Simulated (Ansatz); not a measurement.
This script makes vertical spin-state energies of ClFH₃SbSi, SMILES [F][Sb]([SiH3])[Cl] with Ansatz's Python interface.

The script, `run_spin.py`:
```python
from dataclasses import dataclass

import ansatz


@dataclass(frozen=True)
class Options:
    basis_set: str = "def2-SVPD"
    xc: str = "r2SCAN"
    vdw: str = "d3bj"


opts = Options()

clfh3sbsi = (
    ansatz.Crystal.molecule()
    .atom("F", (-1.3084, -2.0476, -0.338))
    .atom("Sb", (-1.3323, -0.4814, 0.9391))
    .atom("Si", (0.2721, 0.7955, -0.5088))
    .atom("Cl", (0.5335, -1.465, 2.1957))
    .atom("H", (1.3823, -0.118, -0.9451))
    .atom("H", (0.879, 1.9175, 0.2817))
    .atom("H", (-0.3649, 1.3309, -1.6704))
)

setup = clfh3sbsi.calculation().basis(gaussian=opts.basis_set).functional(opts.xc, dispersion=opts.vdw)
found = {}
for unpaired in [0, 2]:
    summary = setup.spin("collinear", total=unpaired).run().report
    s = unpaired / 2
    found[unpaired] = summary["free_energy_ev"]
    print(f"2S+1 = {unpaired + 1}: E = {found[unpaired]:.5f} eV, <S^2> = {abs(summary['mean_field']['state']['spin_squared']):.3f} (pure state {s * (s + 1):.2f})")
lowest = min(found, key=found.get)
for unpaired, e in found.items():
    print(f"multiplicity {unpaired + 1}: {(e - found[lowest]):.3f} eV above the lowest")
```

Which spin state is lowest at this geometry, and how far above lie the others?

In order: multiplicity 1 (+0.00 eV) and multiplicity 3 (+3.06 eV), all at the one geometry.

The output:

Running `python run_spin.py` prints:
```text
DeckWarning: the engine holds no damping parameters fitted to this dispersion correction and functional, so the run takes those fitted to r2scan beside the three-body term, which d3bj leaves out (hamiltonian.dispersion, under Limitations)
2S+1 = 1: E = -29696.93933 eV, <S^2> = 0.000 (pure state 0.00)
2S+1 = 3: E = -29693.87984 eV, <S^2> = 2.006 (pure state 2.00)
multiplicity 1: 0.000 eV above the lowest
multiplicity 3: 3.059 eV above the lowest
```
(Warnings from the package without file and line.)

Caveats:
- The settings weren't tested for convergence.
- The geometry is a force-field or estimated start, not a minimum of this method, and the basis set is short of its limit. All parts are taken at fixed geometry, without zero-point energy.
- def2 sets replace the cores of elements past krypton by effective core potentials.
- Spin-orbit coupling, which mixes and shifts the spin states of heavy atoms, is left out.
- A dispersion term here runs with damping parameters fitted for another variant or functional.
- It ran for 48 s on 1 thread of Intel(R) Xeon(R) Platinum 8259CL CPU @ 2.50GHz (Skylake/Cascade Lake), on a shared host, peak memory 0.38 GiB.
